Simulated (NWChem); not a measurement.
# CSeO (carbonyl selenide) at 6 levels

We compute a comparison of 6 runs (HF/def2-SVP, HF/def2-TZVP, B3LYP/6-31G*, PBE0/def2-SVP, MP2/def2-SVP) of CSeO (carbonyl selenide). 

The calculation is run with NWChem 7.3.0.

## 1. The structure to begin with

The species is CSeO (3 atoms), meant as a singlet with charge 0. As SMILES, `O=C=[Se]`. The coordinates come from a PBE0-D4/def2-TZVP relaxation.

Bond lengths: O1–C2 1.149 Å, C2–Se3 1.707 Å. Angles: O1–C2–Se3 180.0°.

## 2. Energy and forces at HF/def2-SVP (run 1)

Contents of run.py:

```python
from ase import Atoms
from ase.calculators.nwchem import NWChem

system = Atoms('OCSe', positions=[
    [-0.819960, 0.994920, -0.346520],
    [-0.114120, 0.138480, -0.048230],
    [0.934090, -1.133390, 0.394750],
])

calc = NWChem(
    label='input',
    theory='scf',
    memory='2200 mb',
    basis='def2-SVP',
    basispar='spherical bse',
    scf={'nopen': '0', 'rhf': None, 'thresh': '1e-08', 'maxiter': '80'},
)
system.calc = calc

forces = system.get_forces()
print(f"energy = {system.get_potential_energy():.6f} eV")
print("forces (eV/A):")
for s, f in zip(system.symbols, forces):
    print(f"{s:2s} {f[0]:10.5f} {f[1]:10.5f} {f[2]:10.5f}")
print("dipole (e A):", system.get_dipole_moment().round(4))
```

Launch:

```
$ export ASE_NWCHEM_COMMAND="nwchem PREFIX.nwi > PREFIX.nwo"
$ python run.py
```

Output:

```text
energy = -68360.302894 eV
forces (eV/A):
O     2.00392   -2.43144    0.84682
C    -2.24930    2.72917   -0.95054
Se    0.24544   -0.29779    0.10372
dipole (e A): [ 0.0712 -0.0863  0.0301]
```

The calculator wrote input.nwi:

```
title "input"

permanent_dir input

scratch_dir input

start input

geometry units angstrom nocenter noautosym noautoz
  O  -8.1996000000000002e-01 9.9492000000000003e-01 -3.4651999999999999e-01
  C  -1.1412000000000000e-01 1.3847999999999999e-01 -4.8230000000000002e-02
  Se 9.3408999999999998e-01 -1.1333899999999999e+00 3.9474999999999999e-01
end

memory 2200 mb

basis spherical bse noprint
   * library def2-SVP
end

scf
  nopen 0
  rhf
  thresh 1e-08
  maxiter 80
end

task scf gradient
```

input.nwo:

```text
Northwest Computational Chemistry Package (NWChem) 7.3.0
             --------------------------------------------------------

           Job information
           ---------------

    nwchem branch   = 7.3.0
    use scalapack   = T
    input           = input.nwi
    prefix          = input.
    data base       = input/input.db
    status          = startup
    nproc           =        1

           Memory information
           ------------------

    heap     =     72089598 doubles =      550.0 Mbytes
    stack    =     72089595 doubles =      550.0 Mbytes
    global   =    144179200 doubles =     1100.0 Mbytes (distinct from heap & stack)
    total    =    288358393 doubles =     2200.0 Mbytes
    verify   = yes
    hardfail = no

[... 116 lines left out ...]
 Convergence threshold     :          1.000E-08
[... 12 lines left out ...]
       Final RHF  results
[... 3 lines left out ...]
      One-electron energy =  -3766.924514721563
[... 1 line left out ...]
 Nuclear repulsion energy =    135.757243386541
[... 42 lines left out ...]
                       ROHF Final Molecular Orbital Analysis
[... 190 lines left out ...]
                                       input

  wavefunction    =   RHF

                         RHF ENERGY GRADIENTS

    atom               coordinates                        gradient
                 x          y          z           x          y          z
   1 O      -1.549500   1.880126  -0.654828   -0.038970   0.047284  -0.016468
   2 C      -0.215656   0.261689  -0.091141    0.043742  -0.053074   0.018485
   3 Se      1.765174  -2.141797   0.745969   -0.004773   0.005791  -0.002017

                 ----------------------------------------
                 |  Time  |  1-e(secs)   |  2-e(secs)   |
                 ----------------------------------------
                 |  CPU   |       0.00   |       1.56   |
                 ----------------------------------------
                 |  WALL  |       0.00   |       1.56   |
                 ----------------------------------------

 Task  times  cpu:        6.8s     wall:        6.8s
 Total times  cpu:        6.8s     wall:        6.8s
```

It took 7.8 s on 1 thread of Intel Xeon 6975P-C (Granite Rapids), shared host; peak memory 0.1 GiB.

## 3. Energy and forces at HF/def2-TZVP (run 2)

Edit run.py of step 2 so:

```diff
@@ -3,3 +3,3 @@
 
-system = Atoms('OCSe', positions=[
+system = Atoms(['O', 'C', 'Se'], positions=[
     [-0.819960, 0.994920, -0.346520],
@@ -10,6 +10,6 @@
 calc = NWChem(
-    label='input',
+    label='cose',
     theory='scf',
     memory='2200 mb',
-    basis='def2-SVP',
+    basis='def2-TZVP',
     basispar='spherical bse',
@@ -20,3 +20,3 @@
 forces = system.get_forces()
-print(f"energy = {system.get_potential_energy():.6f} eV")
+print("Total energy (eV):", round(system.get_potential_energy(), 6))
 print("forces (eV/A):")
```

Launch:

```
$ export ASE_NWCHEM_COMMAND="nwchem PREFIX.nwi > PREFIX.nwo"
$ python run.py
```

Output:

```text
Total energy (eV): -68372.205789
forces (eV/A):
O     2.21655   -2.68943    0.93670
C    -2.48127    3.01061   -1.04855
Se    0.26472   -0.32118    0.11184
dipole (e A): [ 0.0705 -0.0856  0.0298]
```

The calculator wrote cose.nwi:

```
title "cose"

permanent_dir cose

scratch_dir cose

start cose

geometry units angstrom nocenter noautosym noautoz
  O  -8.1996000000000002e-01 9.9492000000000003e-01 -3.4651999999999999e-01
  C  -1.1412000000000000e-01 1.3847999999999999e-01 -4.8230000000000002e-02
  Se 9.3408999999999998e-01 -1.1333899999999999e+00 3.9474999999999999e-01
end

memory 2200 mb

basis spherical bse noprint
   * library def2-TZVP
end

scf
  nopen 0
  rhf
  thresh 1e-08
  maxiter 80
end

task scf gradient
```

cose.nwo:

```text
Northwest Computational Chemistry Package (NWChem) 7.3.0
             --------------------------------------------------------

           Job information
           ---------------

    nwchem branch   = 7.3.0
    use scalapack   = T
    input           = cose.nwi
    prefix          = cose.
    data base       = cose/cose.db
    status          = startup
    nproc           =        1

           Memory information
           ------------------

    heap     =     72089600 doubles =      550.0 Mbytes
    stack    =     72089597 doubles =      550.0 Mbytes
    global   =    144179200 doubles =     1100.0 Mbytes (distinct from heap & stack)
    total    =    288358397 doubles =     2200.0 Mbytes
    verify   = yes
    hardfail = no

[... 116 lines left out ...]
 Convergence threshold     :          1.000E-08
[... 12 lines left out ...]
       Final RHF  results
[... 3 lines left out ...]
      One-electron energy =  -3767.674686020882
[... 1 line left out ...]
 Nuclear repulsion energy =    135.757243386541
[... 42 lines left out ...]
                       ROHF Final Molecular Orbital Analysis
[... 213 lines left out ...]
                                       cose

  wavefunction    =   RHF

                         RHF ENERGY GRADIENTS

    atom               coordinates                        gradient
                 x          y          z           x          y          z
   1 O      -1.549500   1.880126  -0.654828   -0.043105   0.052301  -0.018216
   2 C      -0.215656   0.261689  -0.091141    0.048253  -0.058547   0.020391
   3 Se      1.765174  -2.141797   0.745969   -0.005148   0.006246  -0.002175

                 ----------------------------------------
                 |  Time  |  1-e(secs)   |  2-e(secs)   |
                 ----------------------------------------
                 |  CPU   |       0.01   |      11.93   |
                 ----------------------------------------
                 |  WALL  |       0.01   |      11.93   |
                 ----------------------------------------

 Task  times  cpu:       40.6s     wall:       40.6s
 Total times  cpu:       40.6s     wall:       40.6s
```

It took 42 s on 1 thread of Intel Xeon 6975P-C (Granite Rapids), shared host; peak memory 0.11 GiB.

Runs 3 to 5 aren't shown in full; the table further down has their settings and results.

## 4. Energy and forces at MP2/def2-SVP (run 6)

Contents of cose.nw:

```
start cose
title "COSe gradient"
memory stack 880 mb heap 220 mb global 1100 mb
geometry noautosym nocenter noautoz
 O       -0.819960       0.994920      -0.346520
 C       -0.114120       0.138480      -0.048230
 Se       0.934090      -1.133390       0.394750
end
basis spherical bse
 * library def2-SVP
end
scf
 thresh 1e-08
 maxiter 80
 print low
end
mp2
 freeze core 11
 tight
end
task mp2 gradient
```

Launch:

```
$ nwchem cose.nw > cose.out
```

Output:

```text
[...]
  functions       =    60
[...]
  wavefunction    = RHF
[...]
         Total SCF energy =  -2512.194815530112
      One-electron energy =  -3766.924514722163
      Two-electron energy =   1118.972455805510
 Nuclear repulsion energy =    135.757243386541
        Time for solution =      5.0s
[...]
          Total MP2 energy         -2512.733267012645
[...]
                         mp2 ENERGY GRADIENTS
    atom               coordinates                        gradient
                 x          y          z           x          y          z
   1 O      -1.549500   1.880126  -0.654828    0.026339  -0.031959   0.011131
   2 C      -0.215656   0.261689  -0.091141   -0.025608   0.031072  -0.010822
   3 Se      1.765174  -2.141797   0.745969   -0.000732   0.000887  -0.000309
[...]
```

It took 13 s on 1 thread of Intel Xeon 6975P-C (Granite Rapids), shared host; peak memory 0.15 GiB.

## 5. Overview of the runs

```csv
run,level,iteration cap,module,energy (Eh),dipole moment (D),HOMO energy (eV),LUMO energy (eV),wall time
1,HF/def2-SVP,80,scf,-2512.194816,0.56,-10.50,2.96,7.8 s
2,HF/def2-TZVP,80,scf,-2512.632239,0.55,-10.54,2.74,42 s
3,B3LYP/6-31G* (spherical functions),100,dft,-2514.624426,0.49,-7.69,-1.01,12 s
4,PBE0/def2-SVP,100,dft,-2514.106270,0.65,–,–,8.4 s
5,B3LYP/6-31G* (Cartesian functions),100,dft,-2514.634087,0.50,-7.70,-1.01,12 s
6,MP2/def2-SVP,80,mp2,-2512.733267,0.37,–,–,13 s
```

## 6. Results

```
                                                      quantity           value
                                           run 6: total energy  -2512.73327 Eh
run 6: dipole moment (of the density that the program reports)          0.37 D
           run 6: correlation energy (11 core orbitals frozen)      -538.5 mEh
                               run 6: largest force on an atom      2.205 eV/Å
```

What this shows: The dipole moment (its size) runs from 0.37 D (MP2/def2-SVP) to 0.65 D (PBE0/def2-SVP). Over runs 1, 2, 3, 5 the HOMO–LUMO gap runs from 6.69 eV (B3LYP/6-31G*) to 13.46 eV (HF/def2-SVP). The two ends differ in method and basis. Totals of different functionals can't be ranked against each other. All runs together took 95 s, the longest 42 s.
